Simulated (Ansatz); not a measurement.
I need a single point from an input typed as a dict of La3InB, space group Pm-3m. Use Ansatz 0.2.0, Python API. Use: PBE, PAW, the default cutoff (420 eV here), 5×5×5 k-points, cold smearing of 0.1 eV.

```yaml
crystal:
  lattice:
    - [5.32895, 0.00000, 0.00000]
    - [0.00000, 5.32895, 0.00000]
    - [0.00000, 0.00000, 5.32895]
  atoms:
    - { symbol: La, position: [0.50000, 0.00000, 0.50000] }
    - { symbol: La, position: [0.50000, 0.50000, 0.00000] }
    - { symbol: La, position: [0.00000, 0.50000, 0.50000] }
    - { symbol: In, position: [0.00000, 0.00000, 0.00000] }
    - { symbol: B, position: [0.50000, 0.50000, 0.50000] }
```

Script `deck.py`:
```python
import warnings

import ansatz
import numpy as np
import pandas as pd


def main() -> None:
    warnings.simplefilter("ignore", ansatz.DeckWarning)

    deck = {
        "crystal": {
            "lattice": [[5.328949, 0.0, 0.0], [0.0, 5.328949, 0.0], [0.0, 0.0, 5.328949]],
            "atoms": [
                {"symbol": "La", "position": [0.5, 0.0, 0.5]},
                {"symbol": "La", "position": [0.5, 0.5, 0.0]},
                {"symbol": "La", "position": [0.0, 0.5, 0.5]},
                {"symbol": "In", "position": [0.0, 0.0, 0.0]},
                {"symbol": "B", "position": [0.5, 0.5, 0.5]},
            ],
        },
        "kpoints": {"mp_grid": {"grid": [5, 5, 5]}},
        "hamiltonian": {"xc": "pbe"},
        "scf": {"occupations": {"method": "cold", "width": 0.1}},
        "output": {"forces": True, "stress": True},
    }

    done = ansatz.Session.from_dict(deck).plan(threads=1).execute()
    r = done.report

    print("%-22s %14.5f eV" % ("F = E - TS", r["free_energy_ev"]))
    print("%-22s %14.5f eV" % ("E", r["internal_energy_ev"]))
    print("%-22s %14.5f eV" % ("Harris-Foulkes", r["harris_foulkes_ev"]))
    print("%-22s %14.5f eV" % ("Fermi level", r["fermi_energy_ev"]))

    print("pressure by term (GPa)")
    for term, tensor in r["stress_terms_gpa"].items():
        if np.any(tensor):
            print(f"  {term:28s} {np.trace(np.array(tensor)) / 3:12.3f}")
    print(f"  {'total':28s} {np.trace(np.array(r['stress_gpa'])) / 3:12.3f}")

    table = pd.DataFrame(r["forces_ev_ang"], columns=["fx", "fy", "fz"])
    table.insert(0, "atom", [site["symbol"] for site in r["lattice"]["sites"]])
    print(table.round(4).to_string())


if __name__ == "__main__":
    main()
```

```console
$ python deck.py
F = E - TS               -24504.90664 eV
E                        -24504.90618 eV
Harris-Foulkes           -24504.90664 eV
Fermi level                   9.70895 eV
pressure by term (GPa)
  kinetic                           609.321
  hartree                           293.531
  ewald                           -1210.732
  local_pseudopotential             353.323
  nonlocal_pseudopotential          108.057
  augmentation                       27.948
  nlcc                             -265.503
  xc                                 84.354
  augmentation_tail                   0.000
  scf_correction                      0.000
  pulay_correction                    0.022
  total                               0.321
  atom   fx   fy   fz
0   La -0.0 -0.0 -0.0
1   La  0.0 -0.0 -0.0
2   La  0.0 -0.0 -0.0
3   In -0.0  0.0 -0.0
4    B  0.0  0.0  0.0
```

Notes:
- Absolute energies stand on the zero of these potentials, so only differences at equal settings mean something. A total without «per atom» is that of the cell as typed.
- The mesh is modest for a metal, so energies can be off by several to tens of meV an atom and pressures by half a GPa or more; differences at equal mesh fare better.
- The zero of the levels is a convention of the potentials, so an absolute Fermi energy is no work function.
- Pressure is positive in compression.
- The structure comes from a database of computed cells and needn't be a stable or known phase.
- Run time: 3 s on 1 thread of Arm Neoverse V2 (shared host), peak memory 0.51 GiB.

(Lines on the test bed's own set-up are left out of the output.)
